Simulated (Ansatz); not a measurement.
# C2H5GaO: up Jacob's ladder to CCSD(T)

Aim: compute C2H5GaO with functionals from several rungs and with coupled cluster, and see how far each lands from CCSD(T) at the basis-set limit for the atomisation energy.

The runs use Ansatz 0.2.0, Gaussian basis; functionals in def2-TZVPP, the program's frozen cores in correlated methods.

Levels to be run: LDA (SPW92), PBE-D4, revPBE-D4, BLYP-D4, r2SCAN-D4, B97M-V, PBE0-D4, B3LYP-D4, r2SCANh-D4, r2SCAN0-D4, HSE06-D4, BHLYP-D4, CAM-B3LYP-D4, LC-ωPBE, ωB97X-V, ωB97M-V, B2PLYP, PBE-QIDH; CCSD(T)/def2-SVP; CCSD(T)/def2-TZVPP; MP2/def2-QZVPP; extrapolation to the limit; RPA on PBE.

### 1 Structure used throughout

The geometry comes from an earlier relaxation with PBE0-D4 in a triple-zeta def2 set; it is a stationary point, not always the lowest conformer.

9 atoms, charge 0, spin multiplicity 1.

Atoms are counted from 1 here; the program's logs count them from 0.

Bond lengths: C1–C3 1.515 Å, C1–H5 1.093 Å, C1–H6 1.094 Å, C1–H7 1.093 Å, Ga2–O4 1.788 Å, C3–O4 1.392 Å, C3–H8 1.099 Å, C3–H9 1.099 Å. Angles: C3–C1–H5 110.6°, C3–C1–H6 110.7°, C3–C1–H7 110.6°, H5–C1–H6 108.3°, H5–C1–H7 108.3°, H6–C1–H7 108.2°, C1–C3–O4 112.4°, C1–C3–H8 109.6°, C1–C3–H9 109.6°, O4–C3–H8 109.2°, O4–C3–H9 109.2°, H8–C3–H9 106.7°, Ga2–O4–C3 162.5°.

### 2 LDA

This LDA is Slater exchange with PW92 correlation.

Contents of in.yaml:

```yaml
crystal:
  periodic: [false, false, false]
  atoms:
    - {symbol: C, position_ang: [-0.068627, 0.977409, -0.160107]}
    - {symbol: Ga, position_ang: [-0.754100, -2.501190, -1.455348]}
    - {symbol: C, position_ang: [0.292187, -0.313764, 0.545193]}
    - {symbol: O, position_ang: [-0.081629, -1.439005, -0.184616]}
    - {symbol: H, position_ang: [0.429371, 1.037008, -1.131122]}
    - {symbol: H, position_ang: [0.237037, 1.842282, 0.435219]}
    - {symbol: H, position_ang: [-1.147701, 1.037926, -0.322672]}
    - {symbol: H, position_ang: [-0.193435, -0.343249, 1.530162]}
    - {symbol: H, position_ang: [1.375295, -0.343817, 0.726291]}
basis:
  gaussian: {orbitals: def2-TZVPP}
hamiltonian: {xc: lda}
output: {orbitals: {seedname: orbitals}}
```

Started as:

```
ansatz run in.yaml --threads 2 --pin off --events-out ev --progress --plain --max-ram 4352MiB
```

After this run come: PBE-D4 (GGA); revPBE-D4 (GGA); BLYP-D4 (GGA); r2SCAN-D4 (meta-GGA); B97M-V (meta-GGA); PBE0-D4 (hybrid); B3LYP-D4 (hybrid); r2SCANh-D4 (hybrid); r2SCAN0-D4 (hybrid); HSE06-D4 (hybrid); BHLYP-D4 (hybrid); CAM-B3LYP-D4 (range-separated); LC-ωPBE (range-separated); ωB97X-V (range-separated); ωB97M-V (range-separated); B2PLYP (double hybrid); PBE-QIDH (double hybrid); CCSD(T) in def2-SVP; CCSD(T) in def2-TZVPP; MP2 in def2-QZVPP; RPA on PBE orbitals.

**Question.** What will the summary of the whole plan be? Wanted: atomisation energy, CCSD(T)/CBS; farthest beyond LDA; mean size of error, GGA; mean size of error, meta-GGA; mean size of error, hybrid; mean size of error, range-separated; mean size of error, double hybrid; gap, smallest and largest; T1 diagnostic.

**Answer**, as computed:

| quantity | value |
| --- | --- |
| atomisation energy, CCSD(T)/CBS | 34.685 eV |
| functionals within 0.347 eV (1.0 %) | revPBE-D4, BLYP-D4, r2SCAN-D4, B97M-V, PBE0-D4, B3LYP-D4, r2SCANh-D4, HSE06-D4, CAM-B3LYP-D4, LC-ωPBE, ωB97X-V, ωB97M-V, PBE-QIDH |
| farthest beyond LDA | BHLYP-D4 (-1.125 eV) |
| mean size of error, GGA | 0.300 eV |
| mean size of error, meta-GGA | 0.043 eV |
| mean size of error, hybrid | 0.330 eV |
| mean size of error, range-separated | 0.092 eV |
| mean size of error, double hybrid | 0.328 eV |
| gap, smallest and largest | 4.44 eV (BLYP-D4), 10.80 eV (LC-ωPBE) |
| T1 diagnostic | 0.0156 |
| triples share of the correlation energy | 3.9 % |

LDA overbinds by 5.051 eV (15 %). PBE-D4 misses by +0.676 eV. Double hybrids carry the basis error of their MP2 part in triple zeta, and no dispersion term here, so their miss is partly the set-up's. The rungs meta-GGA, range-separated, GGA, double hybrid, hybrid miss on average by less than the doubt on the reference (0.347 eV), so they tie. The reference freezes the cores and leaves out relativity and excitations past (T), and its outer-core shells are covered unevenly, so misses under about 0.347 eV can't be ranked. Hartree-Fock recovers 73 % of the binding; the rest is correlation. CCSD(T) in def2-SVP is off by -1.580 eV, more than most functionals: a good method in a small basis is no reference. Orbital gaps span 4.4 to 10.8 eV; exact exchange widens them. Correlated methods include outer-core shells of Ga, which these sets cover unevenly.
